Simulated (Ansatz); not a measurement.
Task: a ladder of methods at one geometry of FH5SeSi2, SMILES F[SiH]([SiH3])[SeH], with the Python package of Ansatz (0.2.0). Give the script and its output. Use (for the species named): PBE0, def2-SVP basis, multiplicity 1. The script varies functional: pbe0, lda, pbe, b3lyp, r2scan.

```tsv
atom	x (Å)	y (Å)	z (Å)
F	-1.7077	1.0310	0.9172
Si	-0.9161	0.3303	-0.3523
Si	1.2403	0.3575	0.0919
Se	-1.5399	-1.8147	-0.5706
H	-1.1571	1.0518	-1.6238
H	1.5147	-0.3599	1.3566
H	2.0336	-0.2901	-0.9872
H	1.7670	1.7635	0.2438
H	-1.1463	-2.1156	0.9073
```

The script, `methods_fh5sesi2.py`:
```python
from pathlib import Path

import ansatz
import numpy as np

params = {
    "basis_set": "def2-SVP",
}

geometry = (
    ansatz.Crystal.molecule()
    .atom("F", (-1.7077, 1.031, 0.9172))
    .atom("Si", (-0.9161, 0.3303, -0.3523))
    .atom("Si", (1.2403, 0.3575, 0.0919))
    .atom("Se", (-1.5399, -1.8147, -0.5706))
    .atom("H", (-1.1571, 1.0518, -1.6238))
    .atom("H", (1.5147, -0.3599, 1.3566))
    .atom("H", (2.0336, -0.2901, -0.9872))
    .atom("H", (1.767, 1.7635, 0.2438))
    .atom("H", (-1.1463, -2.1156, 0.9073))
)

model = geometry.calculation().basis(gaussian=params["basis_set"])

print("functional    E (Ha)        dipole (D)   HOMO (eV)  LUMO (eV)")
for name in ["pbe0", "lda", "pbe", "b3lyp", "r2scan"]:
    report = model.functional(name).forces().orbitals().run(threads=1, runs_dir="runs").report
    lines = Path(report["orbitals_path"]).read_text().splitlines()
    field_of = lambda key: [line.split("=")[1].strip() for line in lines if line.startswith(key)]
    orbitals = [(27.211386 * float(e), s, float(n)) for e, s, n in zip(field_of("Ene="), field_of("Spin="), field_of("Occup="))]
    homo = max(e for e, _, n in orbitals if n > 0.5)
    lumo = min(e for e, _, n in orbitals if n < 0.5)
    dipole = 4.803205 * np.linalg.norm(report["charge_distribution"]["dipole_moment_e_ang"])
    print(f"{name:10s} {report['free_energy_ev'] / 27.211386246:14.6f} {dipole:9.3f} {homo:11.3f} {lumo:10.3f}")
```

Running `python methods_fh5sesi2.py` prints:
```text
functional    E (Ha)        dipole (D)   HOMO (eV)  LUMO (eV)
pbe0         -3082.269979     0.947      -7.356     -0.627
lda          -3076.472874     0.881      -6.261     -1.638
pbe          -3082.130449     0.821      -6.169     -1.496
b3lyp        -3082.971610     0.922      -7.064     -0.799
r2scan       -3082.796573     0.866      -6.505     -1.308
```

These settings explore the input space; basis and method may be short of convergence. The geometry is a force-field or estimated start, not a minimum of this method, and the basis set is short of its limit. A lower total doesn't mark the better method: functionals have no common bound, and MP2 and coupled cluster aren't variational. b3lyp holds the VWN-RPA fit, as in Gaussian; the form of ORCA and Turbomole is b3lyp5. Levels such as HOMO and LUMO are orbital energies: with these approximate functionals they aren't the ionisation energy and electron affinity, and their gap isn't the fundamental gap. Run time: 27 s on 1 thread of Arm Neoverse V2, on a shared host, peak memory 0.31 GiB.
